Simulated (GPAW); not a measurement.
NiMoIrPdW in GPAW: the effect of functional

Crystal: NiMoIrPdW.

```
Ni Mo Pd Ir W
1.0
     2.76616    0.00000    0.00000
    -1.38308    2.39557    0.00000
     0.00000    0.00000   11.02292
Ni Mo Pd Ir W
1 1 1 1 1
Direct
  0.33333 0.66667 0.59712
  0.00000 0.00000 0.41074
  0.66666 0.33334 0.79520
  0.66666 0.33334 0.19960
  0.33333 0.66667 0.99734
```

The cell was built by a generator and needn't be a form met in nature.

Alike in all runs:

* Program: GPAW 26.7.0
* Task: band structure
* Cutoff: 600 eV
* Basis: pw
* k mesh: 8 × 8 × 2
* Occupations: fermi-dirac, width 0.05 eV
* Spin: collinear spin, ferromagnetic start
* Starting moments: [1.0, 1.0, 0.0, 0.6, 0.0] μB

```tsv
functional	potentials or basis	pressure (GPa)	moment (μB)	largest force (eV/Å)
AM05	PAW data sets generated in the run's folder for this functional	?	?	?
PW91	PAW data sets generated in the run's folder for this functional	0.2	0.00	0.05
r2SCAN	GPAW PAW data sets (gpaw-data 1.2.1)	-3.7	0.50	0.11
```

Problem. What does the run with functional AM05 give?

Solution. Pressure -10.4 GPa; moment 0.00 μB; largest force 0.14 eV/Å.

Caveats: the stock nickel data set gives pressures a few GPa off other programs; the PAW data sets were made with another functional, which shifts forces and pressure a little (some runs).
